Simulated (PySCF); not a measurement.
# C3H9AlCl2Ge: electronic excitations

Wanted: the electronic excitations of C3H9AlCl2Ge (`C[C](C)([GeH3])[Al]([Cl])[Cl]`), by calculation.

Computed with PySCF 2.14.0, with density-fitted response routines of our own, on a single molecule in the gas phase. Atoms count from 0, in the outputs and in this text.

## 1. The starting structure

16 atoms, charge 0, multiplicity 1; geometry from: GFN2-xTB.

Bonds of the start (Å): C0–C1 1.53, C1–C2 1.53, C1–Ge3 2.00, C1–Al4 2.02, Al4–Cl5 2.03, Al4–Cl6 2.03, C0–H7 1.09, C0–H8 1.09, C0–H9 1.09, C2–H10 1.09, C2–H11 1.09, C2–H12 1.09, Ge3–H13 1.51, Ge3–H14 1.50, Ge3–H15 1.50.

## 2. Ultraviolet spectrum: CAM-B3LYP/def2-SVPD

What the job is given:

```
{"job": {"kind": "uv", "xc": "CAM-B3LYP", "basis": "def2-SVPD", "nstates": 8, "ntriplets": 3}, "charge": 0, "multiplicity": 1}
C     -0.283850     1.597699    -0.247344
C      0.063470     0.160010     0.150015
C     -0.336643    -0.119807     1.601852
Ge    -0.964717    -1.076809    -1.037759
Al     1.982544    -0.324358    -0.233416
Cl     2.820120    -1.884682     0.758634
Cl     2.964416     0.598471    -1.751112
H      0.038193     1.805239    -1.269105
H      0.203021     2.316036     0.413456
H     -1.363524     1.763272    -0.190987
H     -0.041963    -1.128458     1.895746
H     -1.418931    -0.030075     1.729693
H      0.144035     0.585156     2.281288
H     -2.448192    -0.845908    -0.892028
H     -0.641819    -0.881800    -2.490386
H     -0.723760    -2.525042    -0.729957
```

Method: TDDFT CAM-B3LYP/def2-SVPD, vertical, gas phase, core orbitals frozen in the response.

On the command line:

```
OMP_NUM_THREADS=1 python probes_run.py task.json out
```

The driver reads the jobs from task.json and runs them one after another.

Predict these results of the whole session: lowest singlet (CAM-B3LYP/def2-SVPD); brightest single state of those computed; lowest triplet; surface potential, 1st and 99th percentile.

As calculated:

```
                                quantity                        value
    lowest singlet (CAM-B3LYP/def2-SVPD)  5.34 eV (232 nm), f = 0.075
brightest single state of those computed  state 5, 7.24 eV, f = 0.141
                          lowest triplet                      4.78 eV
   surface potential, 1st and 99th percentile           -0.40 V and 3.08 V
```

**Reading.** The first singlet state (HOMO→LUMO 0.87, HOMO→LUMO+1 0.10) lies at 5.34 eV and is bright; of the 8 states computed, the strongest absorption comes from state 5 at 7.24 eV (the last state computed is bright too, and its partners may lie past the list). The lowest triplet lies 0.56 eV below the lowest singlet (triplets in Tamm-Dancoff, singlets in full TDDFT). At CAM-B3LYP/def2-SVPD, counted by nearest atom on the grid, the HOMO lies on C1 40 %; Al4 12 %, the LUMO on Al4 43 %; Cl5, Cl6 about 13 % each.
